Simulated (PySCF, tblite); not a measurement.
# C4H7BCl2S: geometry, infrared bands and NMR shifts

Aim: predict the infrared bands and NMR shifts of C4H7BCl2S (`CC(=S)CCB(Cl)Cl`).

The runs use tblite 0.8.0 and PySCF 2.14.0, with density-fitted response routines of our own; the level of theory stands in each step. All values are computed, except where a source is named. Atoms are numbered from 0 throughout.

### Step 1. The starting structure

15 atoms, charge 0, multiplicity 1; geometry from: force field or distance geometry start.

Bonds of the start (Å): C0–C1 1.49, C1–S2 1.45, C1–C3 1.50, C3–C4 1.51, C4–B5 1.59, B5–Cl6 1.87, B5–Cl7 1.85, C0–H8 1.11, C0–H9 1.13, C0–H10 1.10, C3–H11 1.08, C3–H12 1.13, C4–H13 1.11, C4–H14 1.10.

### Step 2. Geometry optimisation with GFN2-xTB

The job: settings as JSON, then the geometry in Å.

```
{"job": {"kind": "relax", "xc": "GFN2-xTB", "basis": "xTB"}, "charge": 0, "multiplicity": 1}
C     -2.252800     0.568600    -0.574500
C     -0.904800    -0.059100    -0.466900
S     -0.350400    -0.756200    -1.613600
C     -0.117000     0.017200     0.812800
C      1.213800    -0.697200     0.710700
B      2.127300    -0.074100    -0.432300
Cl     2.508600     1.754800    -0.395100
Cl     3.539800    -1.115900    -1.028100
H     -2.100700     1.497900    -1.159800
H     -2.975700    -0.113400    -1.118200
H     -2.727300     0.767800     0.402300
H     -0.044100     1.070600     1.055800
H     -0.758800    -0.474100     1.601700
H      1.718800    -0.606900     1.689600
H      1.118700    -1.772200     0.493900
```

On the command line:

```
$ OMP_NUM_THREADS=1 python probes_run.py task.json out
```

One launch serves the whole session: the jobs run in the order shown.

**Question.** This job is followed by: GFN2-xTB harmonic vibrations, gas phase; GIAO PBE0/pcSseg-1 NMR shielding, non-relativistic, gas phase. What will the session give for the following? strongest single infrared mode (GFN2-xTB); zero-point energy (GFN2-xTB); ¹³C shifts against TMS (PBE0/pcSseg-1); ¹H shifts against TMS (PBE0/pcSseg-1, means over atoms taken as alike); ³³S shifts against CS2 (PBE0/pcSseg-1); ¹¹B shifts against BF3·OEt2 (PBE0/pcSseg-1); ³⁵Cl shifts against HCl (PBE0/pcSseg-1, means over atoms taken as alike).

**Answer**, as computed:

| quantity | value |
| --- | --- |
| strongest single infrared mode (GFN2-xTB) | 1240 cm⁻¹, 96 km/mol |
| zero-point energy (GFN2-xTB) | 65.4 kcal/mol |
| ¹³C shifts against TMS (PBE0/pcSseg-1) | 277.9, 59.9, 35.8, 33.4 ppm |
| ¹H shifts against TMS (PBE0/pcSseg-1, means over atoms taken as alike) | 3.48, 2.99, 1.50 ppm |
| ³³S shifts against CS2 (PBE0/pcSseg-1) | 594 ppm |
| ¹¹B shifts against BF3·OEt2 (PBE0/pcSseg-1) | 19.8 ppm |
| ³⁵Cl shifts against HCl (PBE0/pcSseg-1, means over atoms taken as alike) | 99 ppm |

Over 89 steps the energy fell by 1.703 eV; of the close pairs, S2–B5 changed most, 2.828 to 2.100 Å. The lowest mode is imaginary (104i cm⁻¹), so the xTB geometry is not a minimum. The strongest single mode, at 1240 cm⁻¹, is spread over several atoms, C1, H14, C3 among them. Unscaled tight-binding wavenumbers are off by several per cent, some by more. Its intensities can rank the bands wrongly. C1 (thiocarbonyl carbon) lies farthest downfield among carbon, at 277.9 ppm; the small n→π* gap of C=S deshields it strongly. At PBE0/pcSseg-1: The widest tensor belongs to S2: span 974 ppm, with a paramagnetic part of -1148 ppm.
